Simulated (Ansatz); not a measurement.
WAu:

```
W Au
1.0
     0.00000    2.74798    2.74798
     2.74798    0.00000    2.74798
     2.74798    2.74798    0.00000
W Au
1 1
Direct
  0.00000 0.00000 0.00000
  0.75000 0.75000 0.75000
```

The cell was built by a generator and needn't be a form met in nature.

| Quantity | Value |
| --- | --- |
| Program | Ansatz 0.2.0 |
| Task | relaxation of cell and atoms |
| Functional | HF |
| Potentials or basis | Ansatz PAW |
| Cutoff | 420 eV (not typed: the program's choice for these potentials) |
| k mesh | 4 × 4 × 4 |
| Occupations | fermi-dirac, width 0.05 eV |
| Spin | no spin polarisation |

At the start: volume 20.75 Å³/atom.

How do energy, volume and symmetry change on relaxing?

It ends after 6 steps and the volume is 25.99 Å³/atom (+25.2 %); space group F-43m (No. 216, to 0.05 Å).

The path:
```
step  energy change (eV)  largest force (eV/Å)  volume (Å³)
   1              0.0000                0.0000        41.50
   2             -0.8217                0.0000        47.87
   3             -0.9116                0.0000        50.50
   4             -0.9211                0.0000        51.74
   5             -0.9209                0.0000        51.97
   6             -0.9542                0.0000        51.97
```

Final structure:
```
CELL_PARAMETERS angstrom
0.00000 2.96196 2.96196
2.96196 0.00000 2.96196
2.96196 2.96196 0.00000
ATOMIC_POSITIONS crystal
W 0.00000 0.00000 0.00000
Au 0.75000 0.75000 0.75000
```

Caveat: the k mesh is coarse (spacing up to 0.50 Å⁻¹), so the values aren't converged, least of all with exact exchange; the volume moved by over 15 % at a fixed basis, so the end points are rough; the plane-wave basis is chosen anew once the cell has moved, so the energies of steps on either side of that aren't comparable; the pressure holds a Pulay correction of +0.3 GPa for the finite cutoff; the PAW data sets come from PBE, with cores solved anew for the run's functional, which leaves a small shift of forces and pressure.
